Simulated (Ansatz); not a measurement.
A first try at a formation energy from the elements of YPd3 and its elements, using Ansatz 0.2.0 through its Python package.

Notebook, run cell by cell (the value of a cell's last expression is shown):

In [1]:
```python
from collections import Counter
import warnings

import ansatz
import numpy as np
```

In [2]:
```python
PHASES = {
    "YPd3": (
        [[4.068, 0.0, 0.0], [0.0, 4.068, 0.0], [0.0, 0.0, 4.068]],
        [
            ("Y", [0.0, 0.0, 0.0]),
            ("Pd", [0.0, 0.5, 0.5]),
            ("Pd", [0.5, 0.0, 0.5]),
            ("Pd", [0.5, 0.5, 0.0]),
        ],
    ),
    "Y": (
        [[3.6474, 0.0, 0.0], [-1.8237, 3.158741, 0.0], [0.0, 0.0, 5.7306]],
        [
            ("Y", [1 / 3, 2 / 3, 0.25]),
            ("Y", [2 / 3, 1 / 3, 0.75]),
        ],
    ),
    "Pd": (
        [[0.0, 1.9465, 1.9465], [1.9465, 0.0, 1.9465], [1.9465, 1.9465, 0.0]],
        [
            ("Pd", [0.0, 0.0, 0.0]),
        ],
    ),
}
```

In [3]:
```python
def build(vectors, sites):
    crystal = ansatz.Crystal(lattice=ansatz.Lattice.of(vectors))
    for symbol, position in sites:
        crystal = crystal.atom(symbol, position)
    return crystal


def run_phase(name, crystal):
    calc = (
        crystal.calculation()
        .functional("pbesol")
        .basis(-470)
        .kpoints(spacing=0.16)
        .occupations("cold", width=0.1)
        .stress()
    )
    calc = calc.relax(force_tolerance=0.01, max_steps=30, fix_cell=["shape"])
    return calc.run(threads=1, pin="off")


def counts(outcome):
    return Counter(site.symbol for site in outcome.lattice.sites)
```

In [4]:
```python
def formation_energy(outcome, mu):
    n = counts(outcome)
    return (outcome.report["energy_sigma0_ev"] - sum(k * mu[element] for element, k in n.items())) / sum(n.values())
```

In [5]:
```python
def volume_per_atom(outcome):
    return abs(np.linalg.det(outcome.lattice.cell_ang)) / len(outcome.lattice.sites)
```

In [6]:
```python
warnings.simplefilter("ignore", ansatz.DeckWarning)
```

In [7]:
```python
phases = {name: build(*cell) for name, cell in PHASES.items()}
```

In [8]:
```python
done = {name: run_phase(name, crystal) for name, crystal in phases.items()}
```
```text
Traceback (most recent call last):
  File "<cell 8>", line 1, in <module>
    done = {name: run_phase(name, crystal) for name, crystal in phases.items()}
                  ~~~~~~~~~^^^^^^^^^^^^^^^
  File "<cell 3>", line 18, in run_phase
    return calc.run(threads=1, pin="off")
           ~~~~~~~~^^^^^^^^^^^^^^^^^^^^^^
  ...
ansatz.RefusalError: invalid value for `basis.ecutwfc`: must be finite and > 0; got -470 eV
```

Find the fault and give the corrected session.

The fault: the cutoff is negative. The change:

```diff
--- before
+++ after
@@
         .functional("pbesol")
-        .basis(-470)
+        .basis(470)
         .kpoints(spacing=0.16)
```

Notebook, run cell by cell (the value of a cell's last expression is shown):

(earlier cells as before)

In [3]:
```python
def build(vectors, sites):
    crystal = ansatz.Crystal(lattice=ansatz.Lattice.of(vectors))
    for symbol, position in sites:
        crystal = crystal.atom(symbol, position)
    return crystal


def run_phase(name, crystal):
    calc = (
        crystal.calculation()
        .functional("pbesol")
        .basis(470)
        .kpoints(spacing=0.16)
        .occupations("cold", width=0.1)
        .stress()
    )
    calc = calc.relax(force_tolerance=0.01, max_steps=30, fix_cell=["shape"])
    return calc.run(threads=1, pin="off")


def counts(outcome):
    return Counter(site.symbol for site in outcome.lattice.sites)
```

In [4]:
```python
def formation_energy(outcome, mu):
    n = counts(outcome)
    return (outcome.report["energy_sigma0_ev"] - sum(k * mu[element] for element, k in n.items())) / sum(n.values())
```

In [5]:
```python
def volume_per_atom(outcome):
    return abs(np.linalg.det(outcome.lattice.cell_ang)) / len(outcome.lattice.sites)
```

In [6]:
```python
warnings.simplefilter("ignore", ansatz.DeckWarning)
```

In [7]:
```python
phases = {name: build(*cell) for name, cell in PHASES.items()}
```

In [8]:
```python
done = {name: run_phase(name, crystal) for name, crystal in phases.items()}
```

In [9]:
```python
references = {"Y": "Y", "Pd": "Pd"}
mu = {element: done[name].report["energy_sigma0_ev"] / len(done[name].lattice.sites) for element, name in references.items()}
```

In [10]:
```python
target = done["YPd3"]
heat = formation_energy(target, mu)
n = counts(target)
print("cell content:", dict(n), " volume", round(volume_per_atom(target), 3), "A^3/atom")
print("formation energy", round(heat, 4), "eV/atom,", round(heat * sum(n.values()), 4), "eV per cell")
print("bound against the elements" if heat < 0 else "unbound against the elements")
```
```text
cell content: {<Element.Y: 'Y'>: 1, <Element.PD: 'Pd'>: 3}  volume 16.695 A^3/atom
formation energy -0.8654 eV/atom, -3.4615 eV per cell
bound against the elements
```

Notes:
- Atoms and volume are relaxed with the cell's shape held, which in cells of lower than cubic symmetry can hide stresses and shift volumes.
- The cells come from databases of deposited and of computed structures, and not all need be stable phases.
- The compound is the structure given, not necessarily its lowest; energies are at zero temperature, with no correction for gases. A semilocal functional's error on such energies is often 0.05 to 0.1 eV an atom, and 0.1 to 0.3 eV against gases such as O2 or F2.
- It ran for 38 s on 1 thread of Arm Neoverse V2, with other jobs on the host, peak memory 0.5 GiB.
